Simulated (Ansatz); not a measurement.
# AsH₃+ (doublet): B3LYP, wB97X-V over a scan of the distance As1–H3, cc-pVDZ

Aim: run AsH₃+ (doublet) with these functionals over a scan of the distance As1–H3, and hold them against the top wave-function level at the same points.

Computed with Ansatz 0.2.0, Gaussian basis. Level: cc-pVDZ, all electrons in the functionals.

The runs, in order: B3LYP, wB97X-V, at 1.226 Å; 1.340 Å; 1.497 Å; 1.678 Å; 1.806 Å; 2.024 Å; 2.343 Å; 2.767 Å; 3.246 Å; 4.068 Å; 5.137 Å.

## (1) What is computed

The geometry derives from a PBE0/def2-TZVP stationary point (not a proven minimum). One bond is set to the value named and the two fragments are kept rigid. No spin-orbit coupling is included. The filled d shell of As may be among the frozen orbitals whatever the setting's name suggests.

4 atoms, charge 1, spin multiplicity 2.

Atoms are counted from 1 here; the program's logs count them from 0.

Bond lengths: As1–H2 1.497 Å, As1–H3 1.497 Å, As1–H4 1.497 Å. Angles: H2–As1–H3 112.5°, H2–As1–H4 112.5°, H3–As1–H4 112.5°.

No dispersion term is added; wB97X-V holds VV10 nonlocal correlation. B3LYP takes the VWN-RPA correlation.

The geometry shown and the zero of energy belong to the point 1.497 Å. The yardstick, FCI, and other wave-function levels (R restricted, U unrestricted, valence and pair active spaces) come from earlier runs.

## (2) B3LYP, 1.226 Å

in.yaml reads:

```yaml
crystal:
  periodic: [false, false, false]
  atoms:
    - {symbol: As, position_ang: [-0.001659, 0.002886, -0.015221]}
    - {symbol: H, position_ang: [1.434453, 0.016648, 0.406901]}
    - {symbol: H, position_ang: [-0.600983, 1.017273, 0.323754]}
    - {symbol: H, position_ang: [-0.710184, -1.248408, 0.400771]}
basis:
  gaussian: {orbitals: cc-pVDZ}
total_charge: 1
magnetization: {spin_polarized: true, initial_magnetization: 1}
hamiltonian: {xc: {name: B3LYP}}
```

Run with:

```console
ansatz run in.yaml --threads 1 --pin off --events-out ev --progress --plain --max-ram 2816MiB --backend cpu
```

The runs that follow: B3LYP, 1.340 Å; B3LYP, 1.497 Å; B3LYP, 1.678 Å; B3LYP, 1.806 Å; B3LYP, 2.024 Å; B3LYP, 2.343 Å; B3LYP, 2.767 Å; B3LYP, 3.246 Å; B3LYP, 4.068 Å; B3LYP, 5.137 Å; wB97X-V, 1.226 Å; wB97X-V, 1.340 Å; wB97X-V, 1.497 Å; wB97X-V, 1.678 Å; wB97X-V, 1.806 Å; wB97X-V, 2.024 Å; wB97X-V, 2.343 Å; wB97X-V, 2.767 Å; wB97X-V, 3.246 Å; wB97X-V, 4.068 Å; wB97X-V, 5.137 Å.

**Question.** What will the summary of the whole plan be? Wanted: span of the FCI curve; largest miss, B3LYP; largest miss, wB97X-V.

**Answer**, as computed:

```
             quantity                value
span of the FCI curve             3.291 eV
  largest miss, B3LYP  -0.195 eV (2.767 Å)
largest miss, wB97X-V  +0.188 eV (2.343 Å)
```

Of the functionals, wB97X-V keep the smallest largest miss at the points compared (at most 0.188 eV) and B3LYP strays most (0.195 eV, at 2.767 Å). Functionals and the yardstick converge differently with the basis, so part of each miss in cc-pVDZ is the basis.
